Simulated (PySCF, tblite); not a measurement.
# CH₁₄OSi₅: geometry, infrared bands and NMR shifts

What infrared bands and NMR shifts should CH₁₄OSi₅ (`O[SiH2]C[Si]([SiH3])([SiH3])[SiH3]`) show?

Programs: tblite 0.8.0 and PySCF 2.14.0, with density-fitted response routines of our own. Each step states its level of theory. These are calculated values for one molecule in the gas phase, unless marked as measured. Atoms are numbered from 0 throughout.

## Step 1: Starting geometry

21 atoms, charge 0, multiplicity 1; geometry from: force field or distance geometry start.

Bonds of the start (Å): O0–Si1 1.66, Si1–C2 1.83, C2–Si3 1.85, Si3–Si4 2.29, Si3–Si5 2.29, Si3–Si6 2.28, O0–H7 0.96, Si1–H8 1.49, Si1–H9 1.47, C2–H10 1.10, C2–H11 1.10, Si4–H12 1.48, Si4–H13 1.48, Si4–H14 1.47, Si5–H15 1.49, Si5–H16 1.49, Si5–H17 1.48, Si6–H18 1.49, Si6–H19 1.48, Si6–H20 1.48.

## Step 2: Optimising the geometry with GFN2-xTB

Job settings and geometry (Å):

```
{"job": {"kind": "relax", "xc": "GFN2-xTB", "basis": "xTB"}, "charge": 0, "multiplicity": 1}
O      2.330600    -2.081300     0.143200
Si     2.509500    -0.431500     0.037200
C      1.182700     0.387300    -0.917400
Si    -0.463900     0.270500    -0.093000
Si    -1.290000    -1.847800     0.161500
Si    -2.034000     1.339400    -1.379000
Si    -0.598300     1.294400     1.939400
H      2.796700    -2.600300    -0.519100
H      2.606600     0.119500     1.413900
H      3.801100    -0.203200    -0.630200
H      1.435800     1.442500    -1.067700
H      1.122300    -0.056500    -1.919700
H     -1.138700    -2.585000    -1.114700
H     -2.727400    -1.791500     0.495700
H     -0.587400    -2.568600     1.237100
H     -3.369300     1.280700    -0.724900
H     -1.626700     2.762400    -1.546800
H     -2.089200     0.692400    -2.714000
H     -2.000900     1.299600     2.437200
H     -0.119600     2.694200     1.820800
H      0.251000     0.599800     2.940000
```

Command:

```console
OMP_NUM_THREADS=1 python probes_run.py task.json out
```

One launch serves the whole session: the jobs run in the order shown.

What it wrote:

```text
step      E/eV     max force
  0    -598.02167    2.288
  1    -598.16396    0.773
  2    -598.22180    0.394
  3    -598.25098    0.473
  4    -598.28088    0.415
  5    -598.32560    0.517
  6    -598.37231    0.565
  7    -598.40696    0.423
  8    -598.42586    0.354
  9    -598.43811    0.274
 10    -598.44755    0.187
 11    -598.45370    0.185
 12    -598.45741    0.142
 13    -598.46039    0.163
 14    -598.46319    0.138
 15    -598.46557    0.102
 16    -598.46725    0.114
 17    -598.46868    0.108
 18    -598.47020    0.109
 19    -598.47168    0.091
 20    -598.47307    0.100
 21    -598.47452    0.103
 22    -598.47636    0.130
 23    -598.47864    0.155
 24    -598.48108    0.157
 25    -598.48335    0.106
 26    -598.48564    0.139
 27    -598.48802    0.139
 28    -598.49062    0.121
 29    -598.49236    0.237
 30    -598.49417    0.121
 31    -598.49536    0.116
 32    -598.49785    0.093
 33    -598.49958    0.129
 34    -598.50212    0.153
 35    -598.50363    0.122
 36    -598.50449    0.141
 37    -598.50526    0.101
 38    -598.50598    0.073
 39    -598.50736    0.072
 40    -598.50793    0.085
 41    -598.50918    0.092
 42    -598.50985    0.059
 43    -598.51027    0.043
 44    -598.51053    0.039
 45    -598.51092    0.071
 46    -598.51153    0.095
 47    -598.51244    0.093
 48    -598.51335    0.080
 49    -598.51400    0.063
 50    -598.51445    0.069
 51    -598.51497    0.087
 52    -598.51574    0.073
 53    -598.51632    0.047
 54    -598.51662    0.038
 55    -598.51682    0.041
 56    -598.51707    0.049
 57    -598.51735    0.042
 58    -598.51755    0.022
 59    -598.51763    0.020
 60    -598.51769    0.020
 61    -598.51778    0.020
 62    -598.51793    0.031
 63    -598.51813    0.043
 64    -598.51837    0.046
 65    -598.51865    0.044
 66    -598.51905    0.057
 67    -598.51968    0.066
 68    -598.52049    0.070
 69    -598.52127    0.079
 70    -598.52188    0.063
 71    -598.52237    0.043
 72    -598.52283    0.039
 73    -598.52324    0.061
 74    -598.52361    0.069
 75    -598.52398    0.059
 76    -598.52434    0.042
 77    -598.52456    0.043
 78    -598.52469    0.031
 79    -598.52478    0.028
 80    -598.52494    0.025
 81    -598.52515    0.031
 82    -598.52553    0.039
 83    -598.52583    0.033
 84    -598.52596    0.022
 85    -598.52601    0.018
 86    -598.52606    0.016
 87    -598.52615    0.019
 88    -598.52626    0.023
 89    -598.52634    0.016
 90    -598.52639    0.015
 91    -598.52644    0.016
 92    -598.52650    0.018
 93    -598.52660    0.027
 94    -598.52678    0.040
 95    -598.52709    0.048
 96    -598.52749    0.048
 97    -598.52783    0.045
 98    -598.52810    0.039
 99    -598.52827    0.033
100    -598.52840    0.027
101    -598.52857    0.028
102    -598.52876    0.026
103    -598.52885    0.050
104    -598.52900    0.017
105    -598.52908    0.013
106    -598.52915    0.014
107    -598.52918    0.015
108    -598.52925    0.016
109    -598.52933    0.022
110    -598.52948    0.027
111    -598.52965    0.027
112    -598.52978    0.017
113    -598.52983    0.012
114    -598.52986    0.012
115    -598.52990    0.013
116    -598.52997    0.019
117    -598.53008    0.027
118    -598.53020    0.026
119    -598.53031    0.026
120    -598.53039    0.019
121    -598.53047    0.020
122    -598.53053    0.018
123    -598.53061    0.020
124    -598.53069    0.026
125    -598.53079    0.029
126    -598.53092    0.027
127    -598.53107    0.026
128    -598.53119    0.024
129    -598.53129    0.024
130    -598.53137    0.021
131    -598.53143    0.019
132    -598.53148    0.017
133    -598.53154    0.018
134    -598.53161    0.016
135    -598.53166    0.012
136    -598.53169    0.011
137    -598.53171    0.009
```

Run time: 6 s. Hardware: 1 thread of Intel Xeon at 2.50GHz, shared host; peak memory 0.18 GiB.

Along the way: (not every step is listed)

| step | energy from step 0 (eV) | largest force (eV/Å) |
| --- | --- | --- |
| 0 | 0.0000 | 2.2879 |
| 1 | -0.1423 | 0.7728 |
| 2 | -0.2001 | 0.3937 |
| 3 | -0.2293 | 0.4726 |
| 4 | -0.2592 | 0.4154 |
| 5 | -0.3039 | 0.5169 |
| 6 | -0.3506 | 0.5651 |
| 7 | -0.3853 | 0.4234 |
| 8 | -0.4042 | 0.3539 |
| 20 | -0.4514 | 0.0999 |
| 32 | -0.4762 | 0.0935 |
| 44 | -0.4889 | 0.0385 |
| 56 | -0.4954 | 0.0492 |
| 68 | -0.4988 | 0.0698 |
| 80 | -0.5033 | 0.0253 |
| 92 | -0.5048 | 0.0181 |
| 104 | -0.5073 | 0.0173 |
| 116 | -0.5083 | 0.0191 |
| 128 | -0.5095 | 0.0244 |
| 132 | -0.5098 | 0.0165 |
| 133 | -0.5099 | 0.0180 |
| 134 | -0.5099 | 0.0164 |
| 135 | -0.5100 | 0.0123 |
| 136 | -0.5100 | 0.0115 |
| 137 | -0.5100 | 0.0090 |

Close pairs (by a distance rule), those that changed most:

| bond | before (Å) | after (Å) | change (Å) |
| --- | --- | --- | --- |
| C2–Si3 | 1.845 | 1.933 | +0.088 |
| Si1–C2 | 1.828 | 1.898 | +0.070 |
| Si3–Si6 | 2.280 | 2.338 | +0.058 |
| Si3–Si4 | 2.288 | 2.342 | +0.054 |
| Si3–Si5 | 2.294 | 2.344 | +0.050 |
| O0–Si1 | 1.663 | 1.628 | -0.035 |
| Si1–H8 | 1.486 | 1.456 | -0.030 |
| Si5–H16 | 1.490 | 1.467 | -0.023 |

The next job starts from the end point, and lists it.

## Step 3: Harmonic vibrations with GFN2-xTB

Job settings and geometry (Å):

```
{"job": {"kind": "ir", "xc": "GFN2-xTB", "basis": "xTB"}, "charge": 0, "multiplicity": 1}
O      2.178150    -1.880192     0.466896
Si     2.566040    -0.372585    -0.009851
C      1.108134     0.455150    -0.900613
Si    -0.615955     0.288891    -0.042387
Si    -1.108162    -1.996929     0.082446
Si    -2.097681     1.404322    -1.475869
Si    -0.457959     1.295087     2.062167
H      1.954948    -2.567100    -0.153986
H      2.848421     0.262218     1.270152
H      3.734567    -0.407536    -0.898143
H      1.337301     1.513883    -1.027566
H      1.028677     0.050382    -1.912522
H     -0.488699    -2.788258    -0.994705
H     -2.550074    -2.236083    -0.050602
H     -0.704630    -2.643745     1.332175
H     -3.464174     1.383570    -0.947374
H     -1.769652     2.817129    -1.694103
H     -2.175119     0.812610    -2.816537
H     -1.796269     1.570050     2.599269
H      0.241803     2.584566     2.046212
H      0.221413     0.471512     3.064470
```

What it wrote:

```text
mode    cm-1     km/mol
  1      27.5      0.68
  2      35.8      0.03
  3      41.0      0.02
  4      72.2      1.98
  5      78.2      1.13
  6      87.2      1.36
  7      99.0      4.82
  8     109.5      6.26
  9     127.2      0.08
 10     129.2     13.19
 11     159.5     18.15
 12     250.7     79.23
 13     281.5    140.31
 14     330.3      1.01
 15     380.8      9.36
 16     381.8     11.94
 17     386.3      1.32
 18     391.1      1.07
 19     400.7      3.62
 20     427.9     30.61
 21     473.7     12.71
 22     485.0      3.32
 23     491.8     38.99
 24     598.7     43.49
 25     625.5     16.52
 26     670.0    115.86
 27     751.6    779.74
 28     755.0    694.77
 29     756.3    203.58
 30     768.7    649.03
 31     781.7     79.29
 32     788.0    271.42
 33     812.0     15.32
 34     817.2     79.26
 35     821.7    101.44
 36     823.1    189.98
 37     826.7      3.46
 38     833.1    275.82
 39     840.0    370.99
 40     893.8    215.10
 41    1021.4      8.29
 42    1133.7     69.29
 43    1471.2      1.22
 44    2154.3    243.03
 45    2202.0    103.11
 46    2204.9    451.76
 47    2207.2    121.57
 48    2209.8    137.67
 49    2212.6    341.73
 50    2219.3    479.82
 51    2230.1    474.09
 52    2234.7    102.05
 53    2245.8    473.70
 54    2317.0    233.00
 55    2940.4     38.01
 56    2971.3     21.44
 57    3680.0     11.82
```

It took 5 s on 1 thread of Intel Xeon at 2.50GHz, shared host; peak memory 0.18 GiB.

Which atoms move in the most intense modes:

| cm⁻¹ | km/mol | atoms |
| --- | --- | --- |
| 752 | 779.7 | H20 15 %, H18 14 %, H19 13 %, H9 12 % |
| 755 | 694.8 | H9 19 %, H15 12 %, H16 11 %, H17 10 % |
| 769 | 649.0 | H9 23 %, H8 20 %, C2 16 %, Si1 14 % |
| 840 | 371.0 | H17 20 %, H16 18 %, H14 17 %, H12 13 % |
| 2205 | 451.8 | H9 20 %, H19 18 %, H16 17 %, H13 16 % |
| 2219 | 479.8 | H16 69 %, H19 19 % |
| 2230 | 474.1 | H15 79 % |
| 2246 | 473.7 | H14 67 %, H20 28 % |

## Step 4: Shielding tensors: PBE0/pcSseg-1

Same as in step 3 but for these lines:

```diff
@@ -1,2 +1,2 @@
-{"job": {"kind": "ir", "xc": "GFN2-xTB", "basis": "xTB"}, "charge": 0, "multiplicity": 1}
+{"job": {"kind": "nmr", "xc": "PBE0", "basis": "pcSseg-1"}, "charge": 0, "multiplicity": 1}
 O      2.178150    -1.880192     0.466896
```

Level: GIAO PBE0/pcSseg-1 NMR shielding, non-relativistic, gas phase.

What it wrote:

```text
coarse grid: 18976 points
cycle   1  E = -1568.2846428603  dE =  7.486e-02  |g| = 7.534e-01  |ddm| = 4.042e+00
cycle   2  E = -1568.1514959306  dE =  1.331e-01  |g| = 1.119e+00  |ddm| = 1.646e+00
cycle   3  E = -1568.3905066499  dE = -2.390e-01  |g| = 9.148e-02  |ddm| = 1.179e+00
cycle   4  E = -1568.3917654418  dE = -1.259e-03  |g| = 4.442e-02  |ddm| = 1.115e-01
cycle   5  E = -1568.3922495176  dE = -4.841e-04  |g| = 9.269e-03  |ddm| = 4.959e-02
cycle   6  E = -1568.3922740073  dE = -2.449e-05  |g| = 1.961e-03  |ddm| = 1.692e-02
cycle   7  E = -1568.3922752342  dE = -1.227e-06  |g| = 5.195e-04  |ddm| = 4.040e-03
final grid: 157256 points
cycle   8  E = -1568.4390184069  dE = -2.055e-05  |g| = 6.707e-03  |ddm| = 2.191e-02
cycle   9  E = -1568.4390071924  dE =  1.121e-05  |g| = 9.830e-03  |ddm| = 1.353e-02
cycle  10  E = -1568.4390271654  dE = -1.997e-05  |g| = 5.833e-04  |ddm| = 8.558e-03
cycle  11  E = -1568.4390272177  dE = -5.224e-08  |g| = 1.592e-04  |ddm| = 6.588e-04
cycle  12  E = -1568.4390272229  dE = -5.285e-09  |g| = 5.537e-05  |ddm| = 2.122e-04
cycle  13  E = -1568.4390272237  dE = -7.421e-10  |g| = 1.088e-05  |ddm| = 7.210e-05
converged SCF energy = -1568.4390272237

GIAO shielding tensors (ppm)
atom      isotropic    diamagn.    paramagn.     s11        s22        s33       span
  0 O      307.602     389.834     -82.232    273.077    321.636    328.092     55.015
  1 Si     365.779     879.743    -513.965    314.194    364.538    418.604    104.409
  2 C      185.931     260.955     -75.024    174.898    186.585    196.310     21.412
  3 Si     449.043     883.765    -434.722    425.271    431.102    490.756     65.485
  4 Si     454.521     881.800    -427.278    432.113    446.382    485.069     52.956
  5 Si     455.122     880.856    -425.733    434.603    444.586    486.178     51.575
  6 Si     458.988     881.274    -422.286    433.721    460.747    482.494     48.773
  7 H       31.025      32.149      -1.124     23.984     26.611     42.481     18.497
  8 H       26.905      29.954      -3.050     23.756     25.430     31.528      7.772
  9 H       26.298      28.202      -1.904     22.052     24.403     32.438     10.386
 10 H       32.021      33.972      -1.951     26.642     29.923     39.498     12.856
 11 H       31.474      34.555      -3.081     26.530     29.751     38.143     11.613
 12 H       28.345      31.485      -3.140     24.938     26.876     33.223      8.285
 13 H       28.161      30.177      -2.016     24.041     25.982     34.460     10.419
 14 H       27.841      30.377      -2.536     24.609     25.894     33.020      8.410
 15 H       28.172      29.512      -1.340     24.455     25.730     34.331      9.876
 16 H       28.111      29.585      -1.474     24.488     25.989     33.856      9.368
 17 H       28.129      29.693      -1.564     24.488     26.097     33.802      9.313
 18 H       28.171      29.757      -1.586     24.437     25.826     34.250      9.814
 19 H       28.101      30.036      -1.936     24.666     25.825     33.812      9.146
 20 H       27.818      30.017      -2.199     23.988     26.216     33.250      9.262
```

It took 2.7 min on 1 thread of Intel Xeon at 2.50GHz, shared host; peak memory 1.1 GiB.

Shifts follow as δ = σ(reference) − σ, with reference shieldings (ppm) from runs at the same level and on the same kind of geometry: 1H TMS 31.72, 13C TMS 186.9, 29Si TMS 349.2, 17O H2O 336.1. The references are single molecules in the gas phase, so shifts against H2O, NH3, PH3, H3PO4 or CFCl3 are not on the usual liquid scales and can be off by tens of ppm. Atoms listed in one row are averaged.

| atoms | environment | σ (ppm) | δ (ppm) | δ scaled to CDCl3 |
| --- | --- | --- | --- | --- |
| C2 | sp3 CH2 bonded to 2 Si | 185.9 | 1.0 | -0.9 |
| H8, H9 | hydrogen on a silicon bonded to C, O | 26.60 | 5.12 | – |
| H12, H13, H14, H15, H16 and 4 more | hydrogen on a silicon bonded to Si | 28.09 | 3.62 | – |
| H7 | hydrogen on an oxygen bonded to Si | 31.03 | 0.69 | – |
| H10, H11 | hydrogen on an sp3 CH2 bonded to 2 Si | 31.75 | -0.03 | 0.08 |
| O0 | oxygen bonded to Si, H | 307.6 | 28.5 | – |
| Si1 | silicon bonded to C, O, 2 H | 365.8 | -16.6 | – |
| Si3 | silicon bonded to C, 3 Si | 449.0 | -99.9 | – |
| Si4, Si5, Si6 | silicon bonded to Si, 3 H | 456.2 | -107.1 | – |

The scaled column applies a straight-line fit of computed shieldings to shifts measured in CDCl3 (root-mean-square error 0.16 ppm for H, 1.9 ppm for C).

Charges from the same density, by scheme (e):

| atoms | Mulliken | IAO | Hirshfeld | ESP fit |
| --- | --- | --- | --- | --- |
| O0 | -0.56 | -0.79 | -0.30 | -0.70 |
| Si1 | 0.88 | 1.01 | 0.40 | 0.72 |
| C2 | -0.84 | -0.82 | -0.25 | -0.70 |
| Si3 | -0.24 | 0.18 | 0.13 | 0.21 |
| Si4, Si5, Si6 | 0.29 | 0.30 | 0.20 | 0.16 |

Mayer bond orders: O0–Si1 1.00, Si1–C2 0.89, C2–Si3 0.89, Si3–Si4 0.87, Si3–Si5 0.91, Si3–Si6 0.89.

Orbitals, density, ELF and potential are computed afterwards from the orbital file.

Frontier orbitals at PBE0/pcSseg-1, with the share of their density that lies nearest to each atom:

| orbital | energy (eV) | lies on |
| --- | --- | --- |
| HOMO | -7.89 | Si3, Si5 about 21 % each; C2 12 % |
| LUMO | -0.74 | Si3 25 %; Si4, Si6 about 10 % each; H12, H19 about 8 % each |

ELF in a plane through or near 6 of the atoms.

Ten even steps from ' ' (0.00) to '@' (1.00):
```
                                                        
                                                        
                                                        
                    ++@@@@##..                          
                  ::@@@@@@@@**..                        
                    @@@@@@@@**::..                      
            **%%##  ..%%@@##==::..          ..          
          ..##@@@@**  ..--++####==..  ..--##@@%%--      
        ..--######**..  ::**%%****++==--%%@@@@@@@@..    
        ::**%%++==%%::  ::==..**..####++%%@@@@@@@@::    
          ..--++==--....::--::**..****--==%%@@%%==      
            ..==**++::    --######++....  ....          
          ..%%@@@@@@++    ::**##**--                    
          ::@@@@@@@@++    ..++++==::                    
            %%@@@@@@..    ++@@@@@@**                    
              ::==..    ..%%@@@@@@@@..                  
                          ##@@@@@@##                    
                            --==--                      
                                                        
                                                        
```
The map spans 12.8 Å across and 11.6 Å up, centred on the molecule. Atoms in the plane (x, y in Å): O0 (-2.8, 0.5), Si3 (0.7, 0.0), H7 (-2.9, 1.5), H8 (-2.6, -1.8), H12 (-0.7, 2.9), H15 (3.8, 0.5).

On the surface of density 0.002 e/bohr³ the electrostatic potential runs, from the 1st to the 99th percentile, from -1.19 V near O0 to 2.10 V near H7.

## Step 5: Summary of results

| quantity | value |
| --- | --- |
| strongest single infrared mode (GFN2-xTB) | 752 cm⁻¹, 780 km/mol |
| zero-point energy (GFN2-xTB) | 80.7 kcal/mol |
| 13C shifts against TMS (PBE0/pcSseg-1) | 1.0 ppm |
| 1H shifts against TMS (PBE0/pcSseg-1, means over atoms taken as alike) | 5.12, 3.62, 0.69, -0.03 ppm |
| 17O shifts against H2O (PBE0/pcSseg-1) | 28.5 ppm |
| 29Si shifts against TMS (PBE0/pcSseg-1, means over atoms taken as alike) | -16.6, -99.9, -107.1 ppm |
| surface potential, 1st and 99th percentile | -1.19 V and 2.10 V |

Relaxing lowered the energy by 0.510 eV in 137 steps; the close pair that moved most is C2–Si3, from 1.845 to 1.933 Å. All 57 modes are real, so the xTB geometry is a minimum. GFN2-xTB is a fitted tight-binding method: band positions and strengths are rough. Its intensities can rank the bands wrongly. At PBE0/pcSseg-1: Shielding is most anisotropic at Si1 (span 104 ppm, paramagnetic term -514 ppm). By nearest atom (PBE0/pcSseg-1), the HOMO sits on Si3, Si5 about 21 % each; C2 12 % and the LUMO on Si3 25 %; Si4, Si6 about 10 % each.
